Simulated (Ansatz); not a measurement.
# AlGaHO+ (triplet): wave-function methods side by side, cc-pVDZ

One table from this session's results is given with a row withheld; the runs are named, their logs left out.

The runs use Ansatz 0.2.0, Gaussian basis; cc-pVDZ, core rule «outside noble gas», up to 20 orbitals frozen.

The runs, in order: UHF; CCSD(T) on ROHF; CCSD(T) on UHF; BCCD(T) on ROHF; CISD as a restricted active space (open shells left free, so some higher excitations enter); CCSDT(Q) on ROHF; CCSDT(Q) on UHF; CASSCF and NEVPT2, 10 electrons in 10 orbitals.

28 further runs of the same task are left out: 1 for a known fault of the program, 15 that didn't finish, 12 set aside as unsound or not needed. Runs told in other sessions of the task aren't counted.

### The geometry

The geometry is a PBE0/def2-TZVP stationary point (not a proven minimum) of the parent state, kept for this charge and spin. No spin-orbit coupling is included. The filled d shell of Ga may be among the frozen orbitals whatever the setting's name suggests.

4 atoms, charge 1, spin multiplicity 3.

Atoms are counted from 1 here; the program's logs count them from 0.

Bond lengths: Ga1–Al2 2.517 Å, Al2–O3 1.752 Å, Al2–H4 1.586 Å. Angles: Ga1–Al2–O3 119.0°, Ga1–Al2–H4 123.6°, O3–Al2–H4 117.4°.

The first run:

in.yaml reads:

```yaml
crystal:
  periodic: [false, false, false]
  atoms:
    - {symbol: Ga, position_ang: [0.000000, -0.063778, 1.117653]}
    - {symbol: Al, position_ang: [0.000000, 0.534774, -1.326746]}
    - {symbol: O, position_ang: [0.000000, -0.751594, -2.515678]}
    - {symbol: H, position_ang: [0.000000, 2.026705, -1.864334]}
basis:
  gaussian: {orbitals: cc-pVDZ}
total_charge: 1
magnetization: {spin_polarized: true, initial_magnetization: 2}
hamiltonian: {xc: hf}
output: {orbitals: {seedname: orbitals}}
```

Launch:

```sh
$ ansatz run in.yaml --threads 1 --pin off --events-out ev --progress --plain --max-ram 2393MiB
```

Among the steps run: UHF; CCSD(T) on ROHF; CCSD(T) on UHF; BCCD(T) on ROHF; CISD as a restricted active space (open shells left free, so some higher excitations enter); CCSDT(Q) on ROHF; CCSDT(Q) on UHF; CASSCF and NEVPT2, 10 electrons in 10 orbitals.

One table of the session follows, with a row left open; its other results are not shown here.

| method | from UCCSDT(Q) (kcal/mol) |
| --- | --- |
| ROHF | +167.22 |
| UHF | +161.85 |
| RMP2 | +26.85 |
| UMP2 | +26.47 |
| RCCSD | +5.07 |
| UCCSD | +4.77 |
| RCCSD(T) | +1.36 |
| UCCSD(T) | +1.20 |
| BCCD(T) | +1.35 |
| RCCSDT | +0.57 |
| UCCSDT | +0.40 |
| RCCSDT(Q) | ? |
| UCCSDT(Q) | 0 |

**Question.** Estimate the row for RCCSDT(Q).

As computed: from UCCSDT(Q) (kcal/mol): +0.24. In the column «from UCCSDT(Q) (kcal/mol)» it lies between UCCSDT(Q) (0) and UCCSDT (+0.40).

Not comparable, so not listed: CISD as a restricted active space (open shells left free, so some higher excitations enter) (they don't share determinant, frozen orbitals or solution with the rows shown, or repeat one).

Caveats from the session: Left out of the table: CASSCF frontier, NEVPT2 frontier (the active space lost an orbital or holds another state than full CI finds). Restricted and unrestricted rows rest on different reference determinants; a gap between their highest levels can come from leftover correlation error, from unlike frozen cores or from another state. Warnings in the runs' records: passed over end.
